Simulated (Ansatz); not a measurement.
This was printed by a script on the Ansatz DFT code, driven from Python, for a ladder of methods at one geometry of C4H7Br, SMILES BrC1CCC1. What did the script look like? Use (for the species named): r2SCAN, def2-SVP basis, multiplicity 1. The script varies functional: r2scan, cam_b3lyp, lda, hf.

```csv
atom,x (Å),y (Å),z (Å)
Br,2.2668,1.2093,-0.3210
C,0.7064,0.5070,0.6021
C,-0.6590,0.8656,-0.0311
C,-0.6160,-0.4871,-0.7673
C,0.3712,-0.9749,0.3101
H,0.7702,0.7408,1.6701
H,-1.4711,0.9383,0.7023
H,-0.6925,1.7502,-0.6730
H,-1.5644,-1.0278,-0.8207
H,-0.1828,-0.4309,-1.7723
H,-0.1158,-1.4829,1.1512
H,1.1869,-1.6076,-0.0504
```

```console
$ python c4h7br_methods.py
functional    E (Ha)        dipole (D)   HOMO (eV)  LUMO (eV)
r2scan       -2730.229305     2.001      -6.663     -0.580
cam_b3lyp    -2730.364628     1.878      -8.971      1.508
lda          -2725.298945     1.867      -6.404     -0.925
hf           -2727.500410     2.173     -10.685      4.267
```

The script that was run (others could print the same):

Script `c4h7br_methods.py`:
```python
from pathlib import Path

import ansatz as az
import numpy as np

geometry_ang = [
    ('Br', (2.2668, 1.2093, -0.321)),
    ('C', (0.7064, 0.507, 0.6021)),
    ('C', (-0.659, 0.8656, -0.0311)),
    ('C', (-0.616, -0.4871, -0.7673)),
    ('C', (0.3712, -0.9749, 0.3101)),
    ('H', (0.7702, 0.7408, 1.6701)),
    ('H', (-1.4711, 0.9383, 0.7023)),
    ('H', (-0.6925, 1.7502, -0.673)),
    ('H', (-1.5644, -1.0278, -0.8207)),
    ('H', (-0.1828, -0.4309, -1.7723)),
    ('H', (-0.1158, -1.4829, 1.1512)),
    ('H', (1.1869, -1.6076, -0.0504)),
]
molecule = az.Crystal.molecule()
for symbol, xyz in geometry_ang:
    molecule = molecule.atom(symbol, xyz)

model = molecule.calculation().basis(gaussian='def2-SVP')

print('functional    E (Ha)        dipole (D)   HOMO (eV)  LUMO (eV)')
for name in ['r2scan', 'cam_b3lyp', 'lda', 'hf']:
    rep = model.functional(name).forces().orbitals().run(threads=1, pin='off', runs_dir='runs').report
    lines = Path(rep['orbitals_path']).read_text().splitlines()
    field_of = lambda key: [line.split('=')[1].strip() for line in lines if line.startswith(key)]
    orbitals = [(27.211386 * float(e), s, float(n)) for e, s, n in zip(field_of('Ene='), field_of('Spin='), field_of('Occup='))]
    homo = max(e for e, _, n in orbitals if n > 0.5)
    lumo = min(e for e, _, n in orbitals if n < 0.5)
    dipole = 4.803205 * np.linalg.norm(rep['charge_distribution']['dipole_moment_e_ang'])
    print(f'{name:10s} {rep["free_energy_ev"] / 27.211386246:14.6f} {dipole:9.3f} {homo:11.3f} {lumo:10.3f}')
```

Total energies depend on the basis set; only differences at equal settings carry meaning. The geometry is a force-field or estimated start, not a minimum of this method, and the basis set is short of its limit. A lower total doesn't mark the better method: functionals have no common bound, and MP2 and coupled cluster aren't variational. Levels such as HOMO and LUMO are orbital energies: with these approximate functionals they aren't the ionisation energy and electron affinity, and their gap isn't the fundamental gap. It ran for 22 s on 1 thread of Arm Neoverse V2 (shared host), peak memory 0.42 GiB.
